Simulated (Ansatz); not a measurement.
# LuPd: how the settings move a relaxation

How sensitive is a relaxation of LuPd to its settings? A reference run comes first, then one run with altered input.

Method: reference: DFT, r2SCAN, PAW with Ansatz's default frozen-core files, scalar-relativistic; relaxation of cell and atoms, in Ansatz 0.2.0.

### Step 1. The starting structure

The structure is cubic, space group Pm-3m (No. 221). Conventional cell: a = 3.415 Å, b = 3.415 Å, c = 3.415 Å, α = 90.00°, β = 90.00°, γ = 90.00°. Around Lu (site symmetry m-3m) lie 8 Pd at 2.96 Å. Around Pd (site symmetry m-3m) lie 8 Lu at 2.96 Å.

Coordinates:

```
CELL_PARAMETERS angstrom
3.41500 0.00000 0.00000
0.00000 3.41500 0.00000
0.00000 0.00000 3.41500
ATOMIC_POSITIONS crystal
Lu 0.00000 0.00000 0.00000
Pd 0.50000 0.50000 0.50000
```

### Step 2. The reference run

input.yaml

```yaml
crystal:
  lattice:
    - [3.415, 0.0, 0.0]
    - [0.0, 3.415, 0.0]
    - [0.0, 0.0, 3.415]
  atoms:
    - { symbol: Lu, position: [0.0, 0.0, 0.0] }
    - { symbol: Pd, position: [0.5, 0.5, 0.5] }
kpoints:
  mp_grid: { grid: [10, 10, 10] }
scf:
  occupations: { method: fermi_dirac, width: 0.1 }
hamiltonian:
  xc: r2scan
  pseudopotentials: { kind: paw }
relax:
  f_tol: 0.002
  max_steps: 80
  cell: {}
output:
  forces: true
  stress: true
  write_density: true
  write_potential: true
  elf: true
  volumetric_format: npy
```

Run with:

```sh
$ ansatz run input.yaml --threads 1 --pin off --max-ram 3072MiB --backend cpu --events-out ev --progress --plain --runs-dir out
```

### Step 3. Changed: starting moments, preconditioner kerker, spin_polarized true, ecutrho_ratio 8

input.yaml

```yaml
crystal:
  lattice:
    - [3.415, 0.0, 0.0]
    - [0.0, 3.415, 0.0]
    - [0.0, 0.0, 3.415]
  atoms:
    - { symbol: Lu, position: [0.0, 0.0, 0.0], spin: 1.0 }
    - { symbol: Pd, position: [0.5, 0.5, 0.5], spin: 3.0 }
kpoints:
  mp_grid: { grid: [10, 10, 10] }
scf:
  occupations: { method: fermi_dirac, width: 0.1 }
  mixing: { preconditioner: kerker }
hamiltonian:
  xc: r2scan
  pseudopotentials: { kind: paw }
relax:
  f_tol: 0.002
  max_steps: 80
  cell: {}
output:
  forces: true
  stress: true
magnetization:
  spin_polarized: true
basis:
  ecutrho_ratio: 8
```

Q: Predict the outcome of this session. Wanted: for each run, ending; energy change; pressure; gap; force.

As calculated:

```
                                                                             run     ending  energy change  pressure (GPa)  gap (eV)  force (eV/Å)  cycles  time
                                                                       reference  converged              0             0.0      0.00          0.00      33  26 s
1: starting moments, preconditioner kerker, spin_polarized true, ecutrho_ratio 8  converged   0.0 meV/atom             0.0      0.00          0.00      61  79 s
```

Times don't compare one to one where runs were asked for different outputs or read a saved state (see the inputs); cycles may leave out searches for a lower state.

What this shows: With the changed spin polarisation, mixing and numerical grids the energy stays within 0.5 meV/atom: no moment survives, so both runs end on the same non-magnetic state.
